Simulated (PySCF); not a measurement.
# C6H13Si2 radical: geometry, EPR parameters

Wanted: the EPR parameters of C6H13Si2 radical (`[CH]1C[Si@H]2CC[Si@@H]1CC2`), by calculation.

Programs: PySCF 2.14.0, with density-fitted response routines of our own. Each step states its level of theory. These are calculated values for one molecule in the gas phase, unless marked as measured. Atoms count from 0, in the outputs and in this text.

## (1) Starting geometry

21 atoms, charge 0, multiplicity 2; geometry from: GFN2-xTB.

Bonds of the start (Å): C0–C1 1.48, C1–Si2 1.92, Si2–C3 1.91, C3–C4 1.53, C4–Si5 1.93, Si5–C6 1.92, C6–C7 1.54, Si5–C0 1.85, C7–Si2 1.91, C0–H8 1.08, C1–H9 1.09, C1–H10 1.10, Si2–H11 1.47, C3–H12 1.09, C3–H13 1.09, C4–H14 1.09, C4–H15 1.09, Si5–H16 1.47, C6–H17 1.09, C6–H18 1.09, C7–H19 1.09, C7–H20 1.09.

## (2) Optimising the geometry at PBE0-D3(BJ)/def2-SVP

Job settings and geometry (Å):

```
{"job": {"xc": "PBE0", "basis": "def2-SVP", "d3": "d3bj", "grid": 1, "kind": "geom"}, "charge": 0, "multiplicity": 2}
C     -0.829050    -1.734660     0.225090
C     -0.473480    -1.505060    -1.193270
Si     0.012430     0.343230    -1.415470
C     -1.289310     1.285550    -0.380980
C     -0.977950     1.144790     1.114210
Si    -0.120220    -0.547700     1.446900
C      1.667290    -0.253600     0.817550
C      1.662140     0.567430    -0.483030
H     -1.598050    -2.459140     0.445280
H     -1.267590    -1.832070    -1.867250
H      0.408650    -2.097960    -1.460250
H      0.071120     0.735840    -2.831600
H     -1.346540     2.338860    -0.659780
H     -2.274040     0.860620    -0.582810
H     -1.889510     1.253910     1.701450
H     -0.311590     1.949650     1.425740
H     -0.191710    -0.952800     2.853900
H      2.130440    -1.222450     0.629250
H      2.291420     0.238200     1.563870
H      1.789750     1.625050    -0.246260
H      2.517950     0.296210    -1.103490
```

**Question.** This job is followed by: UKS B3LYP, IGLO-III on C Si, pcH-1 on H, non-relativistic, mean-field spin-orbit, GIAO. Predict these results of the whole session: point group; rotational constants (main isotopes); g(iso) (B3LYP); ⟨S²⟩; largest a(iso) (averaged by class).

As calculated:

| quantity | value |
| --- | --- |
| point group | C1 |
| rotational constants (main isotopes) | 1.77, 1.48, 1.47 GHz |
| g(iso) (B3LYP) | 2.00264 |
| ⟨S²⟩ | 0.754 (exact 0.75) |
| largest a(iso) (averaged by class) | 1H on H9, H10, 102.5 MHz |

**Reading.** Relaxing lowered the energy by 0.098 eV in 11 steps; the close pair that moved most is Si5–H16, from 1.466 to 1.495 Å. C0 carries the largest spin population, 0.99 e. The isotropic g lies 0.3 ppt above the free-electron value.
